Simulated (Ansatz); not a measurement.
# GeH6NOSb: basis-set convergence

One table from this session's results is given with a row withheld; the runs are named, their logs left out.

The runs use Ansatz 0.2.0, Gaussian basis; one geometry, several basis sets.

Plan: PBE0-D4/def2-SVP; ωB97M-V/def2-SVP; PBE0-D4/def2-QZVPP; ωB97M-V/def2-QZVPP; the functionals' def2-TZVPP values are taken from earlier runs.

## The relaxed structure

The geometry comes from an earlier relaxation with PBE0-D4 in a triple-zeta def2 set; it is a stationary point, not always the lowest conformer. Sb takes the def2 core potential; no spin-orbit term is included.

SMILES `[NH2][GeH]([OH])[SbH2]`, 10 atoms, charge 0, spin multiplicity 1.

Atoms are counted from 1 here; the program's logs count them from 0.

Bond lengths: N1–Ge2 1.825 Å, N1–H5 1.010 Å, N1–H6 1.011 Å, Ge2–O3 1.784 Å, Ge2–Sb4 2.646 Å, Ge2–H7 1.546 Å, O3–H8 0.960 Å, Sb4–H9 1.708 Å, Sb4–H10 1.709 Å. Angles: Ge2–N1–H5 114.9°, Ge2–N1–H6 114.2°, H5–N1–H6 109.1°, N1–Ge2–O3 102.5°, N1–Ge2–Sb4 118.2°, N1–Ge2–H7 106.6°, O3–Ge2–Sb4 106.9°, O3–Ge2–H7 111.2°, Sb4–Ge2–H7 111.0°, Ge2–O3–H8 112.6°, Ge2–Sb4–H9 89.8°, Ge2–Sb4–H10 89.8°, H9–Sb4–H10 91.5°.

Set-up of the first run:

The input, in.yaml:

```yaml
crystal:
  periodic: [false, false, false]
  atoms:
    - {symbol: N, position_ang: [-1.395193, -0.047437, -0.977323]}
    - {symbol: Ge, position_ang: [0.249335, -0.560663, -0.375399]}
    - {symbol: O, position_ang: [-0.117675, -2.055100, 0.527480]}
    - {symbol: Sb, position_ang: [1.528968, 1.050828, 1.288212]}
    - {symbol: H, position_ang: [-2.012036, 0.319877, -0.266262]}
    - {symbol: H, position_ang: [-1.368288, 0.596531, -1.755651]}
    - {symbol: H, position_ang: [1.105865, -0.858705, -1.627787]}
    - {symbol: H, position_ang: [0.603099, -2.326446, 1.099842]}
    - {symbol: H, position_ang: [0.034421, 1.528608, 1.963855]}
    - {symbol: H, position_ang: [1.454504, 2.301209, 0.125933]}
basis:
  gaussian: {orbitals: def2-SVP}
hamiltonian: {xc: pbe0, dispersion: d4}
output: {orbitals: {seedname: orbitals}}
```

Launch:

```bash
ansatz run in.yaml --threads 4 --pin off --events-out ev --progress --plain --max-ram 10444MiB
```

Steps of the session up to this table: PBE0-D4 in def2-SVP; ωB97M-V in def2-SVP; PBE0-D4 in def2-QZVPP; ωB97M-V in def2-QZVPP.

One table of the session follows, with a row left open; its other results are not shown here.

It belongs to the step «Density functionals: the series». 

| functional | basis | HOMO (eV) |
| --- | --- | --- |
| PBE0-D4 | def2-SVP | -6.55 |
| PBE0-D4 | def2-TZVPP | -6.69 |
| PBE0-D4 | def2-QZVPP | ? |
| ωB97M-V | def2-SVP | -8.54 |
| ωB97M-V | def2-TZVPP | -8.69 |
| ωB97M-V | def2-QZVPP | -8.73 |

Q: Estimate the row for PBE0-D4, def2-QZVPP from the others.

**Answer.** HOMO (eV): -6.73. In the column «HOMO (eV)» it lies between ωB97M-V, def2-SVP (-8.54) and PBE0-D4, def2-TZVPP (-6.69).
